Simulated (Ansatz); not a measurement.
# HgTe: the cost of one run

Computed with Ansatz 0.2.0 (DFT LDA, scalar-relativistic, plane waves, PAW, unless a step's input says otherwise).

3 further runs of the same task are left out: 3 set aside as unsound or not needed.

## Step 1: The system as given

It takes space group F-43m (No. 216, cubic). The conventional cell has a = 6.436 Å, b = 6.436 Å, c = 6.436 Å, α = 90.00°, β = 90.00°, γ = 90.00°. Around Hg (site symmetry -43m) lie 4 Te at 2.79 Å. Te (site symmetry -43m) has 4 Hg at 2.79 Å as nearest neighbours.

As a file:

```
Hg Te
1.0
     0.00000    3.21778    3.21778
     3.21778    0.00000    3.21778
     3.21778    3.21778    0.00000
Hg Te
1 1
Direct
  0.00000 0.00000 0.00000
  0.75000 0.75000 0.75000
```

It is the result of an earlier relaxation at this level (volume 33.32 Å³/atom; gap on the mesh: none (metal)).

## Step 2: Relaxing at 20 GPa

At a set pressure the run lowers the enthalpy E + PV, so the energy alone may rise along the way.

File input.yaml:

```yaml
crystal:
  lattice:
    - [0.0, 3.2177784191, 3.2177784191]
    - [3.2177784191, 0.0, 3.2177784191]
    - [3.2177784191, 3.2177784191, 0.0]
  atoms:
    - { symbol: Hg, position: [0.0, 0.0, 0.0] }
    - { symbol: Te, position: [0.75, 0.75, 0.75] }
basis:
  ecutwfc: 420
kpoints:
  mp_grid: { grid: [12, 12, 12] }
hamiltonian:
  xc: lda
scf:
  occupations: { method: fermi_dirac, width: 0.15 }
output:
  forces: true
  stress: true
  eigenvalues: true
relax:
  adjacent_minimum: "off"
  f_tol: 0.001
  max_steps: 60
  cell: { stress_tol: 0.02, p_target: 20.0 }
```

Command:

```console
$ ansatz run input.yaml --threads 1 --pin off --max-ram 3072MiB --backend cpu --events-out ev --progress --plain --runs-dir out
```

**Question.** How long does this run take on 1 thread of AMD EPYC 7R43 (Zen 3), shared host, and how much memory does it need?

About 69 s, with a peak of 0.47 GiB.
